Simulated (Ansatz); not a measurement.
AlFe3B:

```
CELL_PARAMETERS angstrom
3.82232 0.00000 0.00000
0.00000 3.82232 0.00000
0.00000 0.00000 3.82232
ATOMIC_POSITIONS crystal
Fe 0.00000 0.00000 0.50000
Fe 0.00000 0.50000 0.00000
Fe 0.50000 0.00000 0.00000
Al 0.50000 0.50000 0.50000
B 0.00000 0.00000 0.00000
```

The cell comes from a database or a generator and needn't be the stable form of this composition.

```yaml
Program: Ansatz 0.2.0
Task: relaxation of cell and atoms
Functional: r2SCAN
Potentials_or_basis: Ansatz PAW
Cutoff: "500 eV (not typed: the program's choice for these potentials)"
k_mesh: 7 × 7 × 7
Occupations: fermi-dirac, width 0.05 eV
Spin: collinear spin, ferromagnetic start
Starting_moments: "[3.0, 3.0, 3.0, 0.0, 0.0] μB"
```

At the start: volume 11.17 Å³/atom.

How do energy, volume and symmetry change on relaxing?

It ends after 4 steps and the volume is 11.42 Å³/atom (+2.3 %); space group Pm-3m (No. 221, to 0.05 Å); moment 6.25 μB per cell.

The path:
```tsv
step	energy change (eV)	largest force (eV/Å)	volume (Å³)
1	0.0000	0.0000	55.84
2	-0.0128	0.0000	56.55
3	-0.0156	0.0000	57.12
4	-0.0168	0.0000	57.12
```

Final structure:
```
Fe Al B
1.0
     3.85118    0.00000    0.00000
     0.00000    3.85118    0.00000
     0.00000    0.00000    3.85118
Fe Al B
3 1 1
Direct
  0.00000 0.00000 0.50000
  0.00000 0.50000 0.00000
  0.50000 0.00000 0.00000
  0.50000 0.50000 0.50000
  0.00000 0.00000 0.00000
```

Caveat: the magnetic or orbital state may not be the lowest; the plane-wave basis is chosen anew once the cell has moved, so the energies of steps on either side of that aren't comparable; the PAW data sets come from PBE, with cores solved anew for the run's functional, which leaves a small shift of forces and pressure.
